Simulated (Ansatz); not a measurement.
# LuBi2ClO4, space group P4/mmm: a single point

With Ansatz 0.2.0 through its Python package.

At the Python prompt:
```pycon
>>> from pathlib import Path
>>> import warnings
>>> import ansatz as az
>>> import numpy as np
>>> from pymatgen.core import Structure
>>> from scipy.ndimage import map_coordinates
>>> XC = "r2scan"
>>> TOLERANCE = 1e-09
>>> N_EMPTY = 2
>>> MESH = (6, 6, 3)
>>> SMEARING = "fixed"
>>> CUTOFF = 630
>>> MIXING_BETA = 0.2
>>> warnings.simplefilter("ignore", az.DeckWarning)
>>> structure = (
...     az.Lattice.from_parameters(3.8232, 3.8232, 8.856, alpha=90.0, beta=90.0, gamma=90.0)
...     .atom("Lu", [0.0, 0.0, 0.0])
...     .atom("Bi", [0.5, 0.5, 0.7193])
...     .atom("Bi", [0.5, 0.5, 0.2807])
...     .atom("Cl", [0.0, 0.0, 0.5])
...     .atom("O", [0.5, 0.0, 0.848])
...     .atom("O", [0.0, 0.5, 0.848])
...     .atom("O", [0.5, 0.0, 0.152])
...     .atom("O", [0.0, 0.5, 0.152])
... )
>>> base = structure.calculation()
>>> base = base.functional(XC)
>>> base = base.scf(tolerance=TOLERANCE, extra_bands=N_EMPTY)
>>> base = base.accuracy("medium").kpoints(*MESH, center="monkhorst-pack")
>>> base = base.occupations(SMEARING).pseudopotentials("paw")
>>> base = base.basis(CUTOFF, density_ratio=6)
>>> base = base.eigensolver("davidson")
>>> base = base.initial_density(normalization="atom")
>>> base = base.mixing("broyden", beta=MIXING_BETA).potential()
>>> base = base.density()
>>> base = base.forces()
>>> base = base.electron_localization_function().output_files(volumetric_format="npy")
>>> done = base.run(threads=1)

>>> r = done.report
>>> r["mixing_algorithm"], r["preconditioner"], r["eigensolver"]
('Broyden', 'Resta', 'davidson')
>>> print(f"free energy      {r['free_energy_ev']:.5f} eV")
free energy      -42930.96436 eV
>>> print(f"per atom         {r['free_energy_ev'] / len(done.lattice.sites):.5f} eV")
per atom         -5366.37055 eV
>>> print(f"SCF iterations   {r['n_iterations']}  (converged: {r['converged']})")
SCF iterations   22  (converged: True)
>>> for term in (az.EnergyTerm.SMEARING, az.EnergyTerm.DISPERSION):
...     print(f"F without {term.name.lower()}: {az.free_energy_without(r, term):.5f} eV")
...
F without smearing: -42930.96436 eV
F without dispersion: -42930.96436 eV
>>> v = done.potential()
>>> line = v.v_es_ev.mean(axis=(0, 1))
>>> print("planar mean of the electrostatic potential along the third grid axis (eV):")
planar mean of the electrostatic potential along the third grid axis (eV):
>>> np.round(line[:: max(len(line) // 12, 1)], 3)
array([ 0.734,  7.381,  3.577,  2.158,  0.088, 10.553,  8.105,  8.743,
        9.698, -0.868,  3.053,  3.935,  6.583])
>>> final = Structure(done.lattice.cell_ang, [s.symbol for s in done.lattice.sites], [s.position_frac for s in done.lattice.sites])
>>> rho = done.density()
>>> total = sum(channel.density_e_per_ang3 for channel in rho.channels[:2])
>>> grid_cell = np.asarray(rho.fft_grid_basis) @ done.lattice.cell_ang
>>> partner = min(final.get_neighbors(final[0], 5.0), key=lambda n: n.nn_distance)
>>> line = np.linspace(final[0].coords, partner.coords, 11)
>>> points = (line @ np.linalg.inv(grid_cell)) * rho.dims
>>> values = map_coordinates(total, points.T, order=3, mode="grid-wrap")
>>> print(f"from {final[0].specie} to {partner.specie}, {partner.nn_distance:.3f} A")
from Lu to O, 2.338 A
>>> for t, value in zip(np.linspace(0, partner.nn_distance, 11), values):
...     print(f"{t:7.3f} A  {value:9.4f} e/A^3")
...
  0.000 A    47.3616 e/A^3
  0.234 A    33.9097 e/A^3
  0.468 A    13.5580 e/A^3
  0.701 A     3.6615 e/A^3
  0.935 A     0.8461 e/A^3
  1.169 A     0.3678 e/A^3
  1.403 A     0.5198 e/A^3
  1.637 A     1.2900 e/A^3
  1.870 A     3.6630 e/A^3
  2.104 A     6.7256 e/A^3
  2.338 A     7.5715 e/A^3
>>> if done.unlabelled_reasons:
...     print("not a label:", done.unlabelled_reasons)
... else:
...     print(done.training_frame().splitlines()[0], "atoms in the frame")
...
8 atoms in the frame
>>> folder = Path(done.write_results("fields"))
>>> print("densities in e/A^3, potentials in eV, ELF without unit")
densities in e/A^3, potentials in eV, ELF without unit
>>> for name in sorted(p.name for p in folder.glob("*.npy")):
...     field = np.load(folder / name)
...     print(f"{name:16s} {str(field.shape):16s} min {field.min():10.4f}  mean {field.mean():10.4f}  max {field.max():10.4f}")
...
elf.npy          (40, 40, 90)     min     0.0088  mean     0.3114  max     0.8746
rho.npy          (40, 40, 90)     min    -0.3487  mean     0.6644  max    47.3616
v_es.npy         (40, 40, 90)     min   -93.3563  mean     4.8707  max    15.1265
v_tot.npy        (40, 40, 90)     min  -127.0889  mean    -6.1578  max    11.2402
```

Caveats:
- The settings weren't tested for convergence.
- Spin-orbit coupling, which matters for elements this heavy, is left out.
- Grid values close to the nuclei reflect the PAW or pseudopotential construction, not the all-electron fields.
- The structure is a deposited one; some such entries were measured under pressure or heat, so a shift against it needn't be the functional's error alone.
- Finished in 28 s on 1 thread of AMD EPYC 7R13 Processor (Zen 3), on a shared host, peak memory 1.3 GiB.

(Lines on the test bed's own set-up are left out of the output.)
